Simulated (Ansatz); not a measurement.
# Hf on several prototypes: a ranking of structure types by relaxed energy

Computed with Ansatz 0.2.0 through its Python package.

Typed at the interpreter:
```pycon
>>> import ansatz
>>> import numpy as np
>>> import spglib
>>> def sc(A, a):
...     return (
...         ansatz.Lattice.cubic(a)
...         .space_group(221)
...         .atom(A, [0, 0, 0])
...     )
...
>>> def diamond(A, a):
...     return (
...         ansatz.Lattice.fcc(a)
...         .space_group(227, origin_choice=1)
...         .atom(A, [0, 0, 0])
...         .primitive()
...     )
...
>>> def hcp(A, a):
...     return (
...         ansatz.Lattice.from_parameters(a, a, 1.633 * a, alpha=90, beta=90, gamma=120)
...         .space_group(194)
...         .atom(A, [1 / 3, 2 / 3, 0.25])
...     )
...
>>> def bcc(first, a):
...     return ansatz.Crystal.bcc(first, a=a)
...
>>> def fcc(first, a):
...     return (
...         ansatz.Lattice.fcc(a)
...         .space_group(225)
...         .atom(first, [0, 0, 0])
...         .primitive()
...     )
...
>>> def run_phase(name, crystal):
...     calc = (
...         crystal.calculation()
...         .functional("lda")
...         .basis(16 * ansatz.Ha)
...         .scf(tolerance=1e-07)
...         .kpoints(spacing=0.27)  # sampling of the Brillouin zone
...         .occupations("cold", width=0.05)
...         .stress()  # GPa
...         .band_table()  # levels at the mesh points
...     )
...     calc = calc.relax(force_tolerance=0.01, max_steps=40, cell=True)
...     return calc.run()
...
>>> def volume_per_atom(outcome):
...     return abs(np.linalg.det(outcome.lattice.cell_ang)) / len(outcome.lattice.sites)
...
>>> def space_group(outcome):
...     sites = outcome.report["lattice"]["sites"]
...     kinds = sorted({site["symbol"] for site in sites})
...     cell = (outcome.lattice.cell_ang, [site["position_frac"] for site in sites], [kinds.index(site["symbol"]) for site in sites])
...     return spglib.get_spacegroup(cell, symprec=0.01)
...
>>> # starting lattice constants are rough guesses; the relaxation finds the rest
>>> phases = {}
>>> phases["sc"] = sc("Hf", 2.91)
>>> phases["diamond"] = diamond("Hf", 6.15)
>>> phases["hcp"] = hcp("Hf", 3.16)
>>> phases["bcc"] = bcc("Hf", 3.55)
>>> phases["fcc"] = fcc("Hf", 4.47)
>>> done = {name: run_phase(name, crystal) for name, crystal in phases.items()}
DeckWarning: relax.cell: scf.convergence.dr2_threshold = 1e-7 eV (the SCF's general default) is looser than the 1e-10 eV advised for a relaxation that steers and ends on the stress (1e-10 eV for each [...]
DeckWarning: relax.cell: scf.convergence.dr2_threshold = 1e-7 eV (the SCF's general default) is looser than the 2e-10 eV advised for a relaxation that steers and ends on the stress (1e-10 eV for each [...]
>>> energy = {name: o.report["energy_sigma0_ev"] / len(o.lattice.sites) for name, o in done.items()}
>>> lowest = min(energy.values())
>>> rows = [(name, len(o.lattice.sites), 1000 * (energy[name] - lowest), volume_per_atom(o), space_group(o)) for name, o in done.items()]
>>> rows.sort(key=lambda row: row[2])
>>> print("     phase       atoms  dE (meV/atom)  V (A^3/atom)  space group")
     phase       atoms  dE (meV/atom)  V (A^3/atom)  space group
>>> for row in rows:
...     print(f"{str(row[0]):>10}  {row[1]:10d}  {row[2]:13.1f}  {row[3]:12.3f}  {str(row[4]):>11}")
...
       hcp           2            0.0        20.809  P6_3/mmc (194)
       fcc           1           65.1        20.798  Fm-3m (225)
       bcc           1          148.7        20.459  Im-3m (229)
        sc           1         1067.0        22.816  Pm-3m (221)
   diamond           2         2748.0        29.974  Fd-3m (227)
```

By space group at the end of each run: P6_3/mmc (+0 meV an atom, 20.8 Å³), Fm-3m (+65 meV an atom, 20.8 Å³), Im-3m (+149 meV an atom, 20.5 Å³), Pm-3m (+1067 meV an atom, 22.8 Å³) and Fd-3m (+2748 meV an atom, 30.0 Å³).

Notes:
- For the metals among these phases the mesh is modest: differences between phases can be off by up to 40 meV an atom.
- Spin-orbit coupling, which matters for elements this heavy, is left out.
- Warnings are shown shortened and without file and line.
- The cells are built on prototypes, so most aren't the phase found in nature. Rows bear the name of their start, and a relaxation keeps or raises the symmetry. Differences under about 40 meV an atom lie within the error of mesh and functional.
- The whole script took 34 s on 1 thread of Arm Neoverse V2, with other jobs on the host, peak memory 0.42 GiB.

(Lines on the test bed's own set-up are left out of the output.)
